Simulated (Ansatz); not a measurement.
# C₂H₇NOSi: one species, many methods

One table from this session's results is given with a row withheld; the runs are named, their logs left out.

Method: functionals in def2-TZVPP, the program's frozen cores in correlated methods; program: Ansatz 0.2.0, Gaussian basis.

Plan: LDA (SPW92), PBE-D4, revPBE-D4, BLYP-D4, r2SCAN-D4, B97M-V, PBE0-D4, B3LYP-D4, r2SCANh-D4, r2SCAN0-D4, HSE06-D4, BHLYP-D4, CAM-B3LYP-D4, LC-ωPBE, ωB97X-V, ωB97M-V, B2PLYP, PBE-QIDH; CCSD(T)/def2-SVP; CCSD(T)/def2-TZVPP; MP2/def2-QZVPP; extrapolation to the limit; RPA on PBE.

## The geometry

All runs share one geometry, relaxed beforehand with PBE0-D4 in a triple-zeta def2 set.

SMILES `C[Si]1(N)CO1`, 12 atoms, charge 0, spin multiplicity 1.

Atoms are counted from 1 here; the program's logs count them from 0.

Bond lengths: C1–Si2 1.850 Å, C1–H6 1.093 Å, C1–H7 1.092 Å, C1–H8 1.091 Å, Si2–N3 1.694 Å, Si2–C4 1.800 Å, Si2–O5 1.652 Å, N3–H9 1.005 Å, N3–H10 1.005 Å, C4–O5 1.499 Å, C4–H11 1.089 Å, C4–H12 1.090 Å. Angles: Si2–C1–H6 110.8°, Si2–C1–H7 111.4°, Si2–C1–H8 109.8°, H6–C1–H7 108.2°, H6–C1–H8 108.0°, H7–C1–H8 108.6°, C1–Si2–N3 109.6°, C1–Si2–C4 123.9°, C1–Si2–O5 117.9°, N3–Si2–C4 122.6°, N3–Si2–O5 119.7°, C4–Si2–O5 51.2°, Si2–N3–H9 123.1°, Si2–N3–H10 122.2°, H9–N3–H10 112.8°, Si2–C4–O5 59.3°, Si2–C4–H11 123.9°, Si2–C4–H12 122.4° and more.

The first run:

The input, in.yaml:

```yaml
crystal:
  periodic: [false, false, false]
  atoms:
    - {symbol: C, position_ang: [-1.390860, 0.319206, 0.881662]}
    - {symbol: Si, position_ang: [0.165332, 0.066645, -0.086539]}
    - {symbol: N, position_ang: [1.506968, 0.358185, 0.906009]}
    - {symbol: C, position_ang: [0.265424, -0.924159, -1.585745]}
    - {symbol: O, position_ang: [0.185884, 0.570504, -1.660061]}
    - {symbol: H, position_ang: [-1.464786, 1.350582, 1.236949]}
    - {symbol: H, position_ang: [-1.432631, -0.343473, 1.748815]}
    - {symbol: H, position_ang: [-2.256431, 0.117706, 0.248767]}
    - {symbol: H, position_ang: [2.454956, 0.324507, 0.572728]}
    - {symbol: H, position_ang: [1.424359, 0.812580, 1.798631]}
    - {symbol: H, position_ang: [-0.592117, -1.407112, -2.052303]}
    - {symbol: H, position_ang: [1.211000, -1.300370, -1.974813]}
basis:
  gaussian: {orbitals: def2-TZVPP}
hamiltonian: {xc: lda}
output: {orbitals: {seedname: orbitals}}
```

Run with:

```sh
$ ansatz run in.yaml --threads 4 --pin off --events-out ev --progress --plain --max-ram 10444MiB
```

Among the steps run: LDA; PBE-D4 (GGA); revPBE-D4 (GGA); BLYP-D4 (GGA); r2SCAN-D4 (meta-GGA); B97M-V (meta-GGA); PBE0-D4 (hybrid); B3LYP-D4 (hybrid); r2SCANh-D4 (hybrid); r2SCAN0-D4 (hybrid); HSE06-D4 (hybrid); BHLYP-D4 (hybrid); CAM-B3LYP-D4 (range-separated); LC-ωPBE (range-separated); ωB97X-V (range-separated); ωB97M-V (range-separated); B2PLYP (double hybrid); PBE-QIDH (double hybrid).

One of the session's tables, all rows but one given; the rest of the session is left out.

It belongs to the step «Frontier levels by functional». 

```
  functional  HOMO (eV)  LUMO (eV)  gap (eV)
 LDA (SPW92)      -5.61      -0.27      5.35
      PBE-D4      -5.46      -0.15      5.31
   revPBE-D4      -5.39      -0.08      5.31
     BLYP-D4      -5.35      -0.17      5.18
   r2SCAN-D4      -5.70       0.56      6.27
      B97M-V      -5.77       0.05      5.82
     PBE0-D4      -6.81       0.67      7.48
    B3LYP-D4      -6.60       0.32      6.92
  r2SCANh-D4      -6.21       0.81      7.02
  r2SCAN0-D4      -6.98       1.15      8.13
    HSE06-D4      -6.40       0.31      6.71
    BHLYP-D4      -8.09       1.27      9.35
CAM-B3LYP-D4      -8.22       1.43      9.65
     LC-ωPBE      -9.57       2.76     12.33
     ωB97X-V      -9.21       2.54     11.74
     ωB97M-V          ?          ?         ?
```

**Question.** Estimate the row for ωB97M-V.

**Answer.** HOMO (eV): -9.10; LUMO (eV): 2.07; gap (eV): 11.17. In the column «HOMO (eV)» it lies between ωB97X-V (-9.21) and CAM-B3LYP-D4 (-8.22).
